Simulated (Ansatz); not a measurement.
This script drives Ansatz 0.2.0 through its Python package.

`POSCAR_ta`
```text
Ta
1.0
  -1.65128000    1.65128000    1.65128000
   1.65128000   -1.65128000    1.65128000
   1.65128000    1.65128000   -1.65128000
Ta
1
Direct
   0.00000000    0.00000000    0.00000000
```

The script, `elastic_ta.py`:
```python
# -*- coding: utf-8 -*-
"""Elastic constants of Ta."""

from dataclasses import dataclass

import ansatz as az
from ase.io import read
import numpy as np


@dataclass
class RunConfig:
    xc: str = "LDA"
    filling: str = "fermi_dirac"
    smearing_width: float = 0.05
    kgrid: tuple[int, ...] = (18, 18, 18)


cfg = RunConfig()

atoms = read("POSCAR_ta", format="vasp")
system = az.Crystal.from_ase(atoms)

model = (
    system.calculation()
    .functional(cfg.xc)
    .basis(17 * az.Ha)
    .occupations(cfg.filling, width=cfg.smearing_width)
    .kpoints(*cfg.kgrid)
)
done = model.elastic(az.ElasticMode.CLAMPED_ION, amplitude=0.005).run(threads=1)
elastic = done.elastic

C = np.asarray(elastic.c_gpa)
for i in range(6):
    for j in range(i, 6):
        if abs(C[i, j]) > 0.05:
            print(f"C{i + 1}{j + 1} = {C[i, j]:.1f} GPa")
print("smallest eigenvalue of C:", round(elastic.stability.min_eigenvalue_gpa, 1), "GPa; tensor positive definite:", elastic.stability.min_eigenvalue_gpa > 0)
# averaged moduli need a positive definite tensor
if elastic.stability.min_eigenvalue_gpa > 0:
    m = elastic.moduli
    anisotropy = 5 * m.g_voigt_gpa / m.g_reuss_gpa + m.k_voigt_gpa / m.k_reuss_gpa - 6
    print(f"Voigt K {m.k_voigt_gpa:.1f} G {m.g_voigt_gpa:.1f}; Reuss K {m.k_reuss_gpa:.1f} G {m.g_reuss_gpa:.1f}; universal anisotropy index {anisotropy:.3f}")
    S = np.linalg.inv(elastic.c_gpa)
    print("Young modulus along x, y, z (GPa):", np.round(1 / np.diag(S)[:3], 1))
    print("linear compressibility along x, y, z (1/TPa):", np.round(1000 * S[:3, :3].sum(axis=1), 2))
```

It is started by `python elastic_ta.py`. Estimate its wall time and peak memory on 1 thread of Intel(R) Xeon(R) Platinum 8259CL CPU @ 2.50GHz (Skylake/Cascade Lake), on a shared host.

It took about 96 s, with a peak of 0.63 GiB, for 1 run of the engine.

`python elastic_ta.py` gives:
```text
C11 = 252.0 GPa
C12 = 147.0 GPa
C13 = 147.0 GPa
C22 = 252.0 GPa
C23 = 147.0 GPa
C33 = 252.0 GPa
C44 = 62.7 GPa
C55 = 62.7 GPa
C66 = 62.7 GPa
smallest eigenvalue of C: 62.7 GPa; tensor positive definite: True
Voigt K 182.0 G 58.6; Reuss K 182.0 G 58.2; universal anisotropy index 0.038
Young modulus along x, y, z (GPa): [143.7 143.7 143.7]
linear compressibility along x, y, z (1/TPa): [1.83 1.83 1.83]
```

Caveats:
- The cell isn't relaxed first, so the values belong to this volume.
- A positive definite tensor excludes instabilities under uniform strain alone; phonons elsewhere in the zone can still be imaginary.
- Spin-orbit coupling, which matters for elements this heavy, is left out.
- At these settings the cell as given stands under about -9 GPa, so it isn't at this functional's equilibrium volume.
- Shear constants of a metal converge slowly with the k-point mesh and can be wrong in sign on a coarse one; the constants belong to the cell that was strained.

(A comment or docstring line of the script was reworded after the run, the code is as it ran.)
